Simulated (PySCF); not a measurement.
# C₂H₈GeSSi: core binding energies at several levels of theory, part 3 of 3

PySCF 2.14.0. Atoms count from 0.

### Step 8. Core holes by ΔSCF: SCAN, X2C

What the job is given:

```
{"job": {"kind": "xps", "basis": "def2-TZVP"}, "charge": 0, "multiplicity": 1}
C     -0.352825     1.013320    -0.812008
C     -0.544862    -0.005053     0.038541
Ge    -2.350595    -0.647020     0.437236
S      0.705428    -0.910532     0.905115
Si     2.558674    -0.113967     0.154623
H     -1.205415     1.501081    -1.292766
H      0.635691     1.410537    -1.068537
H     -2.498484    -2.102902    -0.036008
H     -2.595785    -0.582745     1.954036
H     -3.343884     0.261095    -0.307780
H      2.717860     1.333088     0.487168
H      2.659376    -0.286355    -1.324799
H      3.598477    -0.920466     0.852485
```

With the program's defaults for keys left out, this is: delta-SCF UKS SCAN, def2-TZVP on the ionised atom, pcseg-1 elsewhere, spin-free X2C.

Output:

```text
ground state, core basis on atom 0 (C), 148 functions
  cycle   1  E = -2864.10807324  |g| = 3.62e-01
  cycle   2  E = -2864.07400562  |g| = 4.86e-01
  cycle   3  E = -2864.14288387  |g| = 8.23e-02
  cycle   4  E = -2864.14488324  |g| = 3.50e-02
  cycle   5  E = -2864.14526972  |g| = 9.56e-03
  cycle   6  E = -2864.14529103  |g| = 5.07e-03
  cycle   7  E = -2864.14530133  |g| = 1.80e-03
  cycle   8  E = -2864.14529966  |g| = 2.47e-04
  E(ground) = -2864.32630051 Eh
hole in C 1s of atom 0
  cycle   1  E = -2852.89105463  |g| = 1.47e+00
  cycle   2  E = -2851.54946402  |g| = 1.95e+00
  cycle   3  E = -2853.18644489  |g| = 6.65e-01
  cycle   4  E = -2853.34966542  |g| = 4.56e-01
  cycle   5  E = -2853.46675966  |g| = 1.13e-01
  cycle   6  E = -2853.47140402  |g| = 5.06e-02
  cycle   7  E = -2853.47314230  |g| = 9.24e-03
  cycle   8  E = -2853.47322185  |g| = 3.25e-03
  cycle   9  E = -2853.47323708  |g| = 2.00e-03
  cycle  10  E = -2853.47324594  |g| = 9.84e-04
  cycle  11  E = -2853.47324655  |g| = 4.38e-04
  E(ion) = -2853.65356988 Eh   <S^2> = 0.7804   hole on atom = 1.000   binding energy = 290.420 eV
ground state, core basis on atom 1 (C), 148 functions
  cycle   1  E = -2864.14740967  |g| = 2.97e-02
  cycle   2  E = -2864.14658192  |g| = 6.06e-02
  cycle   3  E = -2864.14763455  |g| = 8.50e-03
  cycle   4  E = -2864.14765315  |g| = 2.92e-03
  cycle   5  E = -2864.14765957  |g| = 1.14e-03
  cycle   6  E = -2864.14765517  |g| = 3.11e-04
  E(ground) = -2864.32850642 Eh
hole in C 1s of atom 1
  cycle   1  E = -2852.85234135  |g| = 1.49e+00
  cycle   2  E = -2850.74234889  |g| = 2.31e+00
  cycle   3  E = -2853.25434108  |g| = 5.30e-01
  cycle   4  E = -2853.24216777  |g| = 5.28e-01
  cycle   5  E = -2853.39637711  |g| = 2.63e-01
  cycle   6  E = -2853.44032746  |g| = 3.80e-02
  cycle   7  E = -2853.44146086  |g| = 1.78e-02
  cycle   8  E = -2853.44189555  |g| = 1.00e-02
  cycle   9  E = -2853.44217422  |g| = 7.70e-03
  cycle  10  E = -2853.44242187  |g| = 5.85e-03
  cycle  11  E = -2853.44247565  |g| = 2.15e-03
  cycle  12  E = -2853.44248658  |g| = 1.33e-03
  cycle  13  E = -2853.44248929  |g| = 3.05e-04
  E(ion) = -2853.62312691 Eh   <S^2> = 0.8635   hole on atom = 1.000   binding energy = 291.308 eV
ground state, core basis on atom 3 (S), 150 functions
  cycle   1  E = -2864.16191767  |g| = 4.34e-02
  cycle   2  E = -2864.16138387  |g| = 5.90e-02
  cycle   3  E = -2864.16237537  |g| = 1.37e-02
  cycle   4  E = -2864.16240578  |g| = 7.77e-03
  cycle   5  E = -2864.16242437  |g| = 1.62e-03
  cycle   6  E = -2864.16242322  |g| = 6.92e-04
  cycle   7  E = -2864.16242419  |g| = 1.59e-04
  E(ground) = -2864.33003220 Eh
hole in S 1s of atom 3
  cycle   1  E = -2771.89808871  |g| = 3.45e+00
  cycle   2  E = -2771.55073354  |g| = 2.04e+00
  cycle   3  E = -2771.70400156  |g| = 1.39e+00
  cycle   4  E = -2772.93552678  |g| = 3.00e-01
  cycle   5  E = -2772.95422196  |g| = 2.65e-01
  cycle   6  E = -2772.99199861  |g| = 5.45e-02
  cycle   7  E = -2772.99322130  |g| = 2.50e-02
  cycle   8  E = -2772.99357369  |g| = 2.63e-03
  cycle   9  E = -2772.99358147  |g| = 1.37e-03
  cycle  10  E = -2772.99358185  |g| = 3.49e-04
  E(ion) = -2773.15460682 Eh   <S^2> = 0.7514   hole on atom = 1.000   binding energy = 2481.010 eV
hole in S 2p of atom 3
  cycle   1  E = -2857.46114548  |g| = 1.47e+00
  cycle   2  E = -2856.87750301  |g| = 1.50e+00
  cycle   3  E = -2857.63400784  |g| = 6.46e-01
  cycle   4  E = -2857.86113271  |g| = 2.90e-01
  cycle   5  E = -2857.90151967  |g| = 1.20e-01
  cycle   6  E = -2857.90872812  |g| = 4.00e-02
  cycle   7  E = -2857.90967704  |g| = 7.65e-03
  cycle   8  E = -2857.90971089  |g| = 2.04e-03
  cycle   9  E = -2857.90971310  |g| = 7.99e-04
  cycle  10  E = -2857.90971731  |g| = 3.56e-04
  E(ion) = -2858.08301771 Eh   <S^2> = 0.7543   hole on atom = 1.001   binding energy = 169.990 eV
  2p3/2 = 169.432 eV   2p1/2 = 170.648 eV
ground state, core basis on atom 4 (Si), 150 functions
  cycle   1  E = -2864.16994432  |g| = 4.44e-02
  cycle   2  E = -2864.16980489  |g| = 3.77e-02
  cycle   3  E = -2864.17003597  |g| = 1.82e-02
  cycle   4  E = -2864.17013913  |g| = 1.62e-03
  cycle   5  E = -2864.17014174  |g| = 6.71e-04
  cycle   6  E = -2864.17013922  |g| = 2.25e-04
  E(ground) = -2864.30976722 Eh
hole in Si 1s of atom 4
  cycle   1  E = -2795.19820965  |g| = 2.95e+00
  cycle   2  E = -2793.01457055  |g| = 2.46e+00
  cycle   3  E = -2788.20661807  |g| = 2.31e+00
  cycle   4  E = -2795.96706011  |g| = 5.04e-01
  cycle   5  E = -2796.00073568  |g| = 4.86e-01
  cycle   6  E = -2796.13501318  |g| = 1.24e-01
  cycle   7  E = -2796.14105807  |g| = 6.86e-02
  cycle   8  E = -2796.14356947  |g| = 2.43e-02
  cycle   9  E = -2796.14395029  |g| = 5.63e-03
  cycle  10  E = -2796.14397263  |g| = 1.66e-03
  cycle  11  E = -2796.14397545  |g| = 4.76e-04
  E(ion) = -2796.29248513 Eh   <S^2> = 0.7524   hole on atom = 1.000   binding energy = 1850.845 eV
hole in Si 2p of atom 4
  cycle   1  E = -2859.87274751  |g| = 1.18e+00
  cycle   2  E = -2859.21035696  |g| = 1.35e+00
  cycle   3  E = -2860.01240048  |g| = 4.97e-01
  cycle   4  E = -2860.17085938  |g| = 2.17e-01
  cycle   5  E = -2860.18684540  |g| = 1.46e-01
  cycle   6  E = -2860.19912892  |g| = 3.00e-02
  cycle   7  E = -2860.19964577  |g| = 1.03e-02
  cycle   8  E = -2860.19970824  |g| = 2.98e-03
  cycle   9  E = -2860.19971783  |g| = 1.08e-03
  cycle  10  E = -2860.19971660  |g| = 3.42e-04
  E(ion) = -2860.35231288 Eh   <S^2> = 0.7526   hole on atom = 1.003   binding energy = 107.688 eV
  2p3/2 = 107.446 eV   2p1/2 = 108.058 eV
```

It took 36 s on 1 thread of Arm Neoverse V1, shared host; peak memory 0.52 GiB.

Binding energies by hole, beside the orbital energy of the ground state; the difference holds orbital relaxation and, for a density functional, its self-interaction error:

```tsv
hole	stands for	environment	ΔSCF (eV; 2p as the shell's mean)	−ε (eV)	⟨S²⟩
C1s on C0	C0	terminal =CH2 carbon	290.42	273.9	0.780
C1s on C1	C1	fully substituted alkene carbon	291.31 (doubtful)	275.0	0.863
S1s on S3	S3	sulfur bonded to C, Si	2481.01	2416.3	0.751
S2p on S3	S3	sulfur bonded to C, Si	169.84	158.5	0.754
Si1s on Si4	Si4	silicon bonded to S, 3 H	1850.84	1795.0	0.752
Si2p on Si4	Si4	silicon bonded to S, 3 H	107.65	97.0	0.753
```

Doubtful: the ion did not converge, its hole moved, or its ⟨S²⟩ is well above 0.75.

With the spin-orbit splitting: S3 2p3/2 169.43, 2p1/2 170.65 eV; Si4 2p3/2 107.45, 2p1/2 108.06 eV. The table gives each 2p level as the mean over the whole 2p shell (two parts 2p3/2, one part 2p1/2), which differs a little from the single hole in the log.

### Step 9. Core holes by ΔSCF: SCAN, non-relativistic

Same as in step 8 but for these lines:

```diff
@@ -1,2 +1,2 @@
-{"job": {"kind": "xps", "basis": "def2-TZVP"}, "charge": 0, "multiplicity": 1}
+{"job": {"kind": "xps", "x2c": false}, "charge": 0, "multiplicity": 1}
 C     -0.352825     1.013320    -0.812008
```

Level: delta-SCF UKS SCAN, pcX-2 on the ionised atom, pcseg-1 elsewhere, non-relativistic.

Output:

```text
ground state, core basis on atom 0 (C), 162 functions
  cycle   1  E = -2845.32639253  |g| = 3.91e-01
  cycle   2  E = -2845.29155987  |g| = 5.05e-01
  cycle   3  E = -2845.36352647  |g| = 9.80e-02
  cycle   4  E = -2845.36624140  |g| = 4.04e-02
  cycle   5  E = -2845.36674515  |g| = 1.48e-02
  cycle   6  E = -2845.36679719  |g| = 6.50e-03
  cycle   7  E = -2845.36681019  |g| = 1.88e-03
  cycle   8  E = -2845.36681354  |g| = 3.27e-04
  E(ground) = -2845.54599634 Eh
hole in C 1s of atom 0
  cycle   1  E = -2834.11400956  |g| = 1.51e+00
  cycle   2  E = -2832.71977038  |g| = 2.11e+00
  cycle   3  E = -2834.47051135  |g| = 6.17e-01
  cycle   4  E = -2834.53585154  |g| = 5.42e-01
  cycle   5  E = -2834.70963912  |g| = 8.75e-02
  cycle   6  E = -2834.71174904  |g| = 4.93e-02
  cycle   7  E = -2834.71329712  |g| = 1.17e-02
  cycle   8  E = -2834.71340536  |g| = 3.26e-03
  cycle   9  E = -2834.71341958  |g| = 1.94e-03
  cycle  10  E = -2834.71342550  |g| = 9.21e-04
  cycle  11  E = -2834.71342422  |g| = 3.68e-04
  E(ion) = -2834.89227661 Eh   <S^2> = 0.7820   hole on atom = 1.000   binding energy = 289.902 eV
ground state, core basis on atom 1 (C), 162 functions
  cycle   1  E = -2845.36877703  |g| = 4.63e-02
  cycle   2  E = -2845.36806488  |g| = 5.70e-02
  cycle   3  E = -2845.36876572  |g| = 2.73e-02
  cycle   4  E = -2845.36896196  |g| = 7.62e-03
  cycle   5  E = -2845.36898198  |g| = 1.23e-03
  cycle   6  E = -2845.36898253  |g| = 4.14e-04
  E(ground) = -2845.54805515 Eh
hole in C 1s of atom 1
  cycle   1  E = -2834.07684558  |g| = 1.52e+00
  cycle   2  E = -2831.91701518  |g| = 2.48e+00
  cycle   3  E = -2834.54075727  |g| = 4.55e-01
  cycle   4  E = -2834.39561282  |g| = 6.33e-01
  cycle   5  E = -2834.64759351  |g| = 2.35e-01
  cycle   6  E = -2834.68193610  |g| = 3.98e-02
  cycle   7  E = -2834.68318541  |g| = 1.65e-02
  cycle   8  E = -2834.68355561  |g| = 1.02e-02
  cycle   9  E = -2834.68381662  |g| = 7.83e-03
  cycle  10  E = -2834.68408433  |g| = 5.98e-03
  cycle  11  E = -2834.68414144  |g| = 2.40e-03
  cycle  12  E = -2834.68414378  |g| = 1.34e-03
  cycle  13  E = -2834.68414899  |g| = 3.86e-04
  E(ion) = -2834.86334353 Eh   <S^2> = 0.8698   hole on atom = 1.000   binding energy = 290.746 eV
ground state, core basis on atom 3 (S), 173 functions
  cycle   1  E = -2845.39548989  |g| = 4.73e-02
  cycle   2  E = -2845.39518320  |g| = 5.18e-02
  cycle   3  E = -2845.39571565  |g| = 1.49e-02
  cycle   4  E = -2845.39577443  |g| = 6.15e-03
  cycle   5  E = -2845.39577897  |g| = 2.28e-03
  cycle   6  E = -2845.39578064  |g| = 8.44e-04
  cycle   7  E = -2845.39577885  |g| = 7.02e-05
  E(ground) = -2845.56199199 Eh
hole in S 1s of atom 3
  cycle   1  E = -2753.44492279  |g| = 5.04e+00
  cycle   2  E = -2753.21788422  |g| = 2.38e+00
  cycle   3  E = -2752.86368473  |g| = 1.65e+00
  cycle   4  E = -2754.53945868  |g| = 4.37e-01
  cycle   5  E = -2754.60922654  |g| = 3.16e-01
  cycle   6  E = -2754.66271871  |g| = 8.42e-02
  cycle   7  E = -2754.66467750  |g| = 5.02e-02
  cycle   8  E = -2754.66607493  |g| = 6.75e-03
  cycle   9  E = -2754.66609234  |g| = 2.16e-03
  cycle  10  E = -2754.66609906  |g| = 6.11e-04
  cycle  11  E = -2754.66609779  |g| = 1.81e-04
  E(ion) = -2754.82286565 Eh   <S^2> = 0.7515   hole on atom = 1.000   binding energy = 2469.137 eV
hole in S 2p of atom 3
  cycle   1  E = -2838.70294252  |g| = 1.53e+00
  cycle   2  E = -2838.17786974  |g| = 1.56e+00
  cycle   3  E = -2838.91207847  |g| = 6.22e-01
  cycle   4  E = -2839.11228567  |g| = 2.88e-01
  cycle   5  E = -2839.15111907  |g| = 1.24e-01
  cycle   6  E = -2839.15836118  |g| = 4.15e-02
  cycle   7  E = -2839.15929387  |g| = 1.15e-02
  cycle   8  E = -2839.15937431  |g| = 1.92e-03
  cycle   9  E = -2839.15937351  |g| = 9.42e-04
  cycle  10  E = -2839.15937336  |g| = 3.55e-04
  E(ion) = -2839.33035372 Eh   <S^2> = 0.7545   hole on atom = 1.001   binding energy = 169.572 eV
  2p3/2 = 169.015 eV   2p1/2 = 170.238 eV
ground state, core basis on atom 4 (Si), 173 functions
  cycle   1  E = -2845.40162202  |g| = 2.73e-02
  cycle   2  E = -2845.40147616  |g| = 2.81e-02
  cycle   3  E = -2845.40167760  |g| = 1.18e-02
  cycle   4  E = -2845.40171999  |g| = 3.42e-03
  cycle   5  E = -2845.40172503  |g| = 1.03e-03
  cycle   6  E = -2845.40172345  |g| = 3.12e-04
  E(ground) = -2845.54045452 Eh
hole in Si 1s of atom 4
  cycle   1  E = -2776.61664210  |g| = 4.32e+00
  cycle   2  E = -2775.17334943  |g| = 2.64e+00
  cycle   3  E = -2769.85117882  |g| = 2.32e+00
  cycle   4  E = -2776.20094024  |g| = 1.31e+00
  cycle   5  E = -2777.57427310  |g| = 4.02e-01
  cycle   6  E = -2777.62124409  |g| = 2.82e-01
  cycle   7  E = -2777.66966580  |g| = 1.06e-01
  cycle   8  E = -2777.67619656  |g| = 4.61e-02
  cycle   9  E = -2777.67729611  |g| = 1.58e-02
  cycle  10  E = -2777.67745790  |g| = 5.55e-03
  cycle  11  E = -2777.67747756  |g| = 1.45e-03
  cycle  12  E = -2777.67747854  |g| = 5.20e-04
  cycle  13  E = -2777.67748022  |g| = 3.14e-04
  E(ion) = -2777.82386892 Eh   <S^2> = 0.7529   hole on atom = 1.000   binding energy = 1842.662 eV
hole in Si 2p of atom 4
  cycle   1  E = -2841.10705060  |g| = 1.23e+00
  cycle   2  E = -2840.51054062  |g| = 1.39e+00
  cycle   3  E = -2841.27888241  |g| = 4.65e-01
  cycle   4  E = -2841.41096696  |g| = 2.16e-01
  cycle   5  E = -2841.42715235  |g| = 1.43e-01
  cycle   6  E = -2841.43879042  |g| = 2.90e-02
  cycle   7  E = -2841.43924631  |g| = 1.10e-02
  cycle   8  E = -2841.43931546  |g| = 3.70e-03
  cycle   9  E = -2841.43931928  |g| = 1.14e-03
  cycle  10  E = -2841.43932289  |g| = 3.99e-04
  E(ion) = -2841.58984814 Eh   <S^2> = 0.7528   hole on atom = 1.002   binding energy = 107.501 eV
  2p3/2 = 107.257 eV   2p1/2 = 107.875 eV
```

Run time: 38 s. Hardware: 1 thread of Arm Neoverse V1, shared host; peak memory 0.67 GiB.

The holes in one table. −ε is the ground-state orbital energy:

```tsv
hole	stands for	environment	ΔSCF (eV; 2p as the shell's mean)	−ε (eV)	⟨S²⟩
C1s on C0	C0	terminal =CH2 carbon	289.90	273.9	0.782
C1s on C1	C1	fully substituted alkene carbon	290.75 (doubtful)	274.9	0.870
S1s on S3	S3	sulfur bonded to C, Si	2469.14	2407.7	0.752
S2p on S3	S3	sulfur bonded to C, Si	169.42	158.3	0.755
Si1s on Si4	Si4	silicon bonded to S, 3 H	1842.66	1789.9	0.753
Si2p on Si4	Si4	silicon bonded to S, 3 H	107.46	96.9	0.753
```

Doubtful: the ion did not converge, its hole moved, or its ⟨S²⟩ is well above 0.75.

With the spin-orbit splitting: S3 2p3/2 169.02, 2p1/2 170.24 eV; Si4 2p3/2 107.26, 2p1/2 107.87 eV. The table gives each 2p level as the mean over the whole 2p shell (two parts 2p3/2, one part 2p1/2), which differs a little from the single hole in the log.

### Step 10. Outcome

What follows sums up all 3 parts.

| quantity | value |
| --- | --- |
| C1s binding energies, SCAN/pcX-2 (standing for 1 of 2 atoms) | C0 290.00 eV |
| S1s binding energies, SCAN/pcX-2 | S3 2476.86 eV |
| S2p binding energies, SCAN/pcX-2 | S3 169.40 eV |
| Si1s binding energies, SCAN/pcX-2 | Si4 1847.01 eV |
| Si2p binding energies, SCAN/pcX-2 | Si4 107.42 eV |
| C1s binding energies, B3LYP/pcX-2 | C1 290.87, C0 290.12 eV |
| S1s binding energies, B3LYP/pcX-2 | S3 2474.70 eV |
| S2p binding energies, B3LYP/pcX-2 | S3 169.13 eV |
| Si1s binding energies, B3LYP/pcX-2 | Si4 1845.64 eV |
| Si2p binding energies, B3LYP/pcX-2 | Si4 107.36 eV |
| C1s binding energies, PBE0/pcX-2 | C1 290.46, C0 289.60 eV |
| S1s binding energies, PBE0/pcX-2 | S3 2474.12 eV |
| S2p binding energies, PBE0/pcX-2 | S3 168.98 eV |
| Si1s binding energies, PBE0/pcX-2 | Si4 1844.81 eV |
| Si2p binding energies, PBE0/pcX-2 | Si4 107.05 eV |
| C1s binding energies, PBE/pcX-2 | C1 290.02, C0 289.16 eV |
| S1s binding energies, PBE/pcX-2 | S3 2472.78 eV |
| S2p binding energies, PBE/pcX-2 | S3 168.60 eV |
| Si1s binding energies, PBE/pcX-2 | Si4 1843.62 eV |
| Si2p binding energies, PBE/pcX-2 | Si4 106.68 eV |
| C1s binding energies, HF/pcX-2 (standing for 1 of 2 atoms) | C0 289.97 eV |
| S1s binding energies, HF/pcX-2 | S3 2477.66 eV |
| S2p binding energies, HF/pcX-2 | S3 168.80 eV |
| Si1s binding energies, HF/pcX-2 | Si4 1847.99 eV |
| Si2p binding energies, HF/pcX-2 | Si4 106.95 eV |
| C1s binding energies, SCAN/pcX-1 (standing for 1 of 2 atoms) | C0 290.01 eV |
| S1s binding energies, SCAN/pcX-1 | S3 2476.89 eV |
| S2p binding energies, SCAN/pcX-1 | S3 169.53 eV |
| Si1s binding energies, SCAN/pcX-1 | Si4 1847.06 eV |
| Si2p binding energies, SCAN/pcX-1 | Si4 107.56 eV |
| C1s binding energies, SCAN/def2-TZVP (standing for 1 of 2 atoms) | C0 290.42 eV |
| S1s binding energies, SCAN/def2-TZVP | S3 2481.01 eV |
| S2p binding energies, SCAN/def2-TZVP | S3 169.84 eV |
| Si1s binding energies, SCAN/def2-TZVP | Si4 1850.84 eV |
| Si2p binding energies, SCAN/def2-TZVP | Si4 107.65 eV |
| C1s binding energies, SCAN/pcX-2, non-relativistic (standing for 1 of 2 atoms) | C0 289.90 eV |
| S1s binding energies, SCAN/pcX-2, non-relativistic | S3 2469.14 eV |
| S2p binding energies, SCAN/pcX-2, non-relativistic | S3 169.42 eV |
| Si1s binding energies, SCAN/pcX-2, non-relativistic | Si4 1842.66 eV |
| Si2p binding energies, SCAN/pcX-2, non-relativistic | Si4 107.46 eV |

What this shows: Single values in the summary come from the first sound run of each kind (SCAN/pcX-2), which need not be the best level. At B3LYP/pcX-2: C1 (fully substituted alkene carbon) binds its C1s electron 0.75 eV more tightly than C0 (terminal =CH2 carbon). At PBE0/pcX-2: C1 (fully substituted alkene carbon) binds its C1s electron 0.86 eV more tightly than C0 (terminal =CH2 carbon). At PBE/pcX-2: The C1s levels kept as sound span 0.87 eV, from C0 (terminal =CH2 carbon) up to C1 (fully substituted alkene carbon).
